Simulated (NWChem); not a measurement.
# C2H2FSn (SMILES C#[C][SnH][F]): levels of theory compared

Wanted: a comparison of 5 runs (UHF/STO-3G, UHF/3-21G, UCAM-B3LYP/def2-SVP, USVWN5/def2-SVP, UCCSD(T)/STO-3G) of C2H2FSn. 

The calculation is run with NWChem 7.3.0.

**1. The structure to begin with**

The species is C2H2FSn (6 atoms), meant as a doublet with charge 0. SMILES: `C#[C][SnH][F]`. Geometry: relaxed at PBE0-D4/def2-TZVP.

Bond lengths: C1–C2 1.208 Å, C2–Sn3 2.082 Å, Sn3–F4 1.927 Å, C1–H5 1.067 Å, Sn3–H6 1.726 Å. Angles: C1–C2–Sn3 172.8°, C2–Sn3–F4 103.9°, C2–C1–H5 178.4°, C2–Sn3–H6 111.2°, F4–Sn3–H6 104.7°.

**2. Energy and gradient at UHF/STO-3G (run 1)**

Input file a.xyz:

```xyz
6
C2H2FSn hf
C     -0.085600     0.922800    -1.648000
C      0.085700     0.323800    -0.612500
Sn     0.628700    -0.738400     1.094200
F     -0.628200    -2.198100     1.151200
H     -0.266300     1.453600    -2.555400
H      0.307900     0.172300     2.524300
```

Input file run.py:

```python
from ase.io import read
from ase.calculators.nwchem import NWChem

system = read('a.xyz')

calc = NWChem(
    label='a',
    theory='scf',
    memory='2200 mb',
    basis='STO-3G',
    basispar='spherical bse',
    scf={'nopen': '1', 'uhf': None, 'thresh': '1e-08', 'maxiter': '80'},
)
system.calc = calc

forces = system.get_forces()
print("Total energy (eV):", round(system.get_potential_energy(), 6))
print("forces (eV/A):")
for s, f in zip(system.symbols, forces):
    print(f"{s:2s} {f[0]:10.5f} {f[1]:10.5f} {f[2]:10.5f}")
```

The run is started by

```bash
export ASE_NWCHEM_COMMAND="nwchem PREFIX.nwi > PREFIX.nwo"
python run.py
```

Output:

```text
Total energy (eV): -167001.939898
forces (eV/A):
C     0.20373   -1.02762    1.78681
C     0.16183    0.51052   -0.73235
Sn   -1.30098    0.66720    0.34797
F     0.59043    0.56575   -0.04474
H     0.01743   -0.01666    0.01620
H     0.32761   -0.69913   -1.37395
```

The calculator wrote a.nwi:

```
title "a"

permanent_dir a

scratch_dir a

start a

geometry units angstrom nocenter noautosym noautoz
  C  -8.5599999999999996e-02 9.2279999999999995e-01 -1.6479999999999999e+00
  C  8.5699999999999998e-02 3.2379999999999998e-01 -6.1250000000000004e-01
  Sn 6.2870000000000004e-01 -7.3839999999999995e-01 1.0942000000000001e+00
  F  -6.2819999999999998e-01 -2.1981000000000002e+00 1.1512000000000000e+00
  H  -2.6629999999999998e-01 1.4536000000000000e+00 -2.5554000000000001e+00
  H  3.0790000000000001e-01 1.7230000000000001e-01 2.5243000000000002e+00
end

memory 2200 mb

basis spherical bse noprint
   * library STO-3G
end

scf
  nopen 1
  uhf
  thresh 1e-08
  maxiter 80
end

task scf gradient
```

a.nwo:

```text
Northwest Computational Chemistry Package (NWChem) 7.3.0
             --------------------------------------------------------

           Job information
           ---------------

    nwchem branch   = 7.3.0
    use scalapack   = T
    input           = a.nwi
    prefix          = a.
    data base       = a/a.db
    status          = startup
    nproc           =        1

           Memory information
           ------------------

[... 5 lines left out ...]
    hardfail = no
[... 40 lines left out ...]
            Nuclear Dipole moment (a.u.)
[... 82 lines left out ...]
 2-e energy   =    2667.246857
[... 18 lines left out ...]
  ga_iter_lsolve: convergence stagnant ... aborting solve
[... 13 lines left out ...]
      One electron energy =  -9107.731882140815
[... 9 lines left out ...]
          Final alpha eigenvalues
[... 289 lines left out ...]
                     UHF Final Beta Molecular Orbital Analysis
[... 274 lines left out ...]
                 ----------------------------------------
                 |  Time  |  1-e(secs)   |  2-e(secs)   |
                 ----------------------------------------
                 |  CPU   |       0.00   |       1.25   |
                 ----------------------------------------
                 |  WALL  |       0.00   |       1.25   |
                 ----------------------------------------

 Task  times  cpu:       18.0s     wall:       18.0s
 Total times  cpu:       18.1s     wall:       18.1s
```

Wall time 19 s (1 thread of Intel Xeon 6975P-C (Granite Rapids), shared host); peak memory 0.096 GiB.

**3. Energy and forces at UHF/3-21G (run 2)**

Input file m1.nw:

```
start m1
memory stack 880 mb heap 220 mb global 1100 mb

geometry units angstrom noautosym nocenter noautoz
  C     -0.085600     0.922800    -1.648000
  C      0.085700     0.323800    -0.612500
  Sn     0.628700    -0.738400     1.094200
  F     -0.628200    -2.198100     1.151200
  H     -0.266300     1.453600    -2.555400
  H      0.307900     0.172300     2.524300
end

basis spherical bse
  * library 3-21G
end

scf
  nopen 1
  uhf
  thresh 1e-08
  maxiter 80
  noprint "final vectors analysis"
end

task scf gradient
```

The run is started by

```bash
nwchem m1.nw > m1.out
```

Output:

```text
[...]
  functions       =    62
[...]
  wavefunction    = UHF
[...]
         Total SCF energy =  -6171.607278174070
      One electron energy =  -9131.883575770702
      Two electron energy =   2650.367929940138
 Nuclear repulsion energy =    309.908367656495
                       Sz =      0.5000
                 Sz(Sz+1) =      0.7500
                      S^2 =      0.7900
[...]
                         UHF ENERGY GRADIENTS
    atom               coordinates                        gradient
                 x          y          z           x          y          z
   1 C      -0.161761   1.743839  -3.114268    0.004913   0.003141  -0.007162
   2 C       0.161950   0.611893  -1.157457   -0.004401  -0.013666   0.021742
   3 Sn      1.188071  -1.395374   2.067738    0.016016   0.017781  -0.002026
   4 F      -1.187126  -4.153807   2.175453   -0.012026  -0.009474   0.000144
   5 H      -0.503234   2.746906  -4.829006   -0.003119   0.005969  -0.009682
   6 H       0.581847   0.325600   4.770235   -0.001382  -0.003752  -0.003017
[...]
```

Run time: 22 s. Hardware: 1 thread of Intel Xeon 6975P-C (Granite Rapids), shared host; peak memory 0.099 GiB.

Run 3 isn't shown in full; the table further down has it.

**4. Energy and gradient at USVWN5/def2-SVP (core potential) (run 4)**

Input file run.py:

```python
from ase import Atoms
from ase.calculators.nwchem import NWChem

molecule = Atoms(['C', 'C', 'Sn', 'F', 'H', 'H'], positions=[
    [-0.085600, 0.922800, -1.648000],
    [0.085700, 0.323800, -0.612500],
    [0.628700, -0.738400, 1.094200],
    [-0.628200, -2.198100, 1.151200],
    [-0.266300, 1.453600, -2.555400],
    [0.307900, 0.172300, 2.524300],
])

calc = NWChem(
    label='c2h2fsn',
    theory='dft',
    memory='2200 mb',
    basis='def2-SVP',
    basispar='spherical bse',
    dft={'xc': 'slater vwn_5', 'mult': '2', 'grid': 'xfine', 'convergence': 'energy 1e-08', 'iterations': '100', 'mulliken': None},
    **{'ecp bse': {'Sn library': 'def2-SVP'}},
)
molecule.calc = calc

forces = molecule.get_forces()
print("Total energy (eV):", round(molecule.get_potential_energy(), 6))
print("forces (eV/A):")
for s, f in zip(molecule.symbols, forces):
    print(f"{s:2s} {f[0]:10.5f} {f[1]:10.5f} {f[2]:10.5f}")
```

The run is started by

```bash
export ASE_NWCHEM_COMMAND="nwchem PREFIX.nwi > PREFIX.nwo"
python run.py
```

Output:

```text
Total energy (eV): -10602.467601
forces (eV/A):
C    -0.15293    0.55855   -0.99677
C     0.26570   -0.91758    1.66813
Sn    0.35070    0.12264   -0.21505
F    -0.26971   -0.30226    0.01692
H    -0.12665    0.38885   -0.66196
H    -0.06711    0.14979    0.18867
```

The calculator wrote c2h2fsn.nwi:

```
title "c2h2fsn"

permanent_dir c2h2fsn

scratch_dir c2h2fsn

start c2h2fsn

geometry units angstrom nocenter noautosym noautoz
  C  -8.5599999999999996e-02 9.2279999999999995e-01 -1.6479999999999999e+00
  C  8.5699999999999998e-02 3.2379999999999998e-01 -6.1250000000000004e-01
  Sn 6.2870000000000004e-01 -7.3839999999999995e-01 1.0942000000000001e+00
  F  -6.2819999999999998e-01 -2.1981000000000002e+00 1.1512000000000000e+00
  H  -2.6629999999999998e-01 1.4536000000000000e+00 -2.5554000000000001e+00
  H  3.0790000000000001e-01 1.7230000000000001e-01 2.5243000000000002e+00
end

memory 2200 mb

basis spherical bse noprint
   * library def2-SVP
end

dft
  xc slater vwn_5
  mult 2
  grid xfine
  convergence energy 1e-08
  iterations 100
  mulliken
end
ecp bse
  Sn library def2-SVP
end

task dft gradient
```

c2h2fsn.nwo:

```text
Northwest Computational Chemistry Package (NWChem) 7.3.0
             --------------------------------------------------------

           Job information
           ---------------

    nwchem branch   = 7.3.0
    use scalapack   = T
    input           = c2h2fsn.nwi
    prefix          = c2h2fsn.
    data base       = c2h2fsn/c2h2fsn.db
    status          = startup
    nproc           =        1

           Memory information
           ------------------

[... 5 lines left out ...]
    hardfail = no
[... 123 lines left out ...]
          Convergence on energy requested:  1.00D-08
[... 26 lines left out ...]
          total energy or number of iterations.
[... 95 lines left out ...]
      One electron energy =     -935.346443303286
[... 1255 lines left out ...]
          Convergence on energy requested:  1.00D-08
[... 26 lines left out ...]
          total energy or number of iterations.
[... 37 lines left out ...]
                 ----------------------------------------
                 |  Time  |  1-e(secs)   |  2-e(secs)   |
                 ----------------------------------------
                 |  CPU   |       0.02   |       2.16   |
                 ----------------------------------------
                 |  WALL  |       0.02   |       2.16   |
                 ----------------------------------------

 Task  times  cpu:       17.9s     wall:       17.9s
 Total times  cpu:       17.9s     wall:       17.9s
```

It took 19 s on 1 thread of Intel Xeon 6975P-C (Granite Rapids), shared host; peak memory 0.14 GiB.

**5. The energy at UCCSD(T)/STO-3G (run 5)**

Input file c2h2fsn.nw:

```
start c2h2fsn
title "C2H2FSn energy"
memory stack 880 mb heap 220 mb global 1100 mb
charge 0

geometry units bohr noautosym nocenter noautoz
  C     -0.16176056     1.74383927    -3.11426865
  C      0.16194953     0.61189332    -1.15745725
  Sn     1.18807081    -1.39537377     2.06773833
  F     -1.18712595    -4.15380699     2.17545271
  H     -0.50323407     2.74690589    -4.82900614
  H      0.58184667     0.32559981     4.77023566
end

basis spherical bse
  C library STO-3G
  Sn library STO-3G
  F library STO-3G
  H library STO-3G
end

scf
  doublet
  uhf
  thresh 1e-08
  maxiter 80
  print medium
end

tce
  scf
  ccsd(t)
  freeze core 21
  maxiter 60
end

task tce
```

The run is started by

```bash
nwchem c2h2fsn.nw > c2h2fsn.out
```

Output:

```text
[...]
  functions       =    44
[...]
  wavefunction    = UHF
[...]
         Total SCF energy =  -6137.208143231500
      One electron energy =  -9107.731838887237
      Two electron energy =   2660.615350072202
 Nuclear repulsion energy =    309.908345583535
                       Sz =      0.5000
                 Sz(Sz+1) =      0.7500
                      S^2 =      0.9563
[...]
         Wavefunction type : Unrestricted Hartree-Fock
          No. of electrons :    73
[...]
         Spin multiplicity : doublet
[...]
 CCSD total energy / hartree       =     -6137.425534798499939
[...]
 CCSD[T] total energy / hartree       =     -6137.430748644751475
[...]
 CCSD(T) total energy / hartree       =     -6137.429615350109998
[...]
```

Run time: 20 s. Hardware: 1 thread of Intel Xeon 6975P-C (Granite Rapids), shared host; peak memory 0.13 GiB.

**6. All runs side by side**

```tsv
run	level	iteration cap	module	energy (Eh)	dipole moment (D)	HOMO energy (eV)	LUMO energy (eV)	wall time
1	UHF/STO-3G	80	scf	-6137.208143	2.29	-6.24	4.12	19 s
2	UHF/3-21G	80	scf	-6171.607278	3.28	–	–	22 s
3	UCAM-B3LYP/def2-SVP (core potential)	100	dft	-391.236516	2.74	–	–	62 s
4	USVWN5/def2-SVP (core potential)	100	dft	-389.633501	2.47	-5.63	-4.86	19 s
5	UCCSD(T)/STO-3G	80	tce	-6137.429615	–	-6.24	4.12	20 s
```

**7. Summary of results**

| quantity | value |
| --- | --- |
| run 5: total energy | -6137.42962 Eh |
| run 5: HOMO energy (Hartree–Fock orbitals) (highest over α and β) | -6.24 eV |
| run 5: LUMO energy (Hartree–Fock orbitals) (lowest over α and β) | 4.12 eV |
| run 5: correlation energy (21 core orbitals frozen) | -221.5 mEh |
| run 5: (T) correction | -4.08 mEh |
| run 5: ⟨S²⟩ of the reference determinant | 0.956 |

In words: Over runs 1, 2, 3, 4 the dipole moment (its size) runs from 2.29 D (UHF/STO-3G) to 3.28 D (UHF/3-21G). Totals of different functionals can't be ranked against each other. Some runs of one species differ in core potentials or relativity; totals across that change don't compare. In runs 1, 5 the basis is minimal, so the values are rough. In runs 1, 2, 5 relativity is left out where basis or elements ask for it. Spin contamination of the reference: run 1 ⟨S²⟩ = 0.96, run 5 ⟨S²⟩ = 0.96. All runs together took 2.4 min, the longest 62 s.
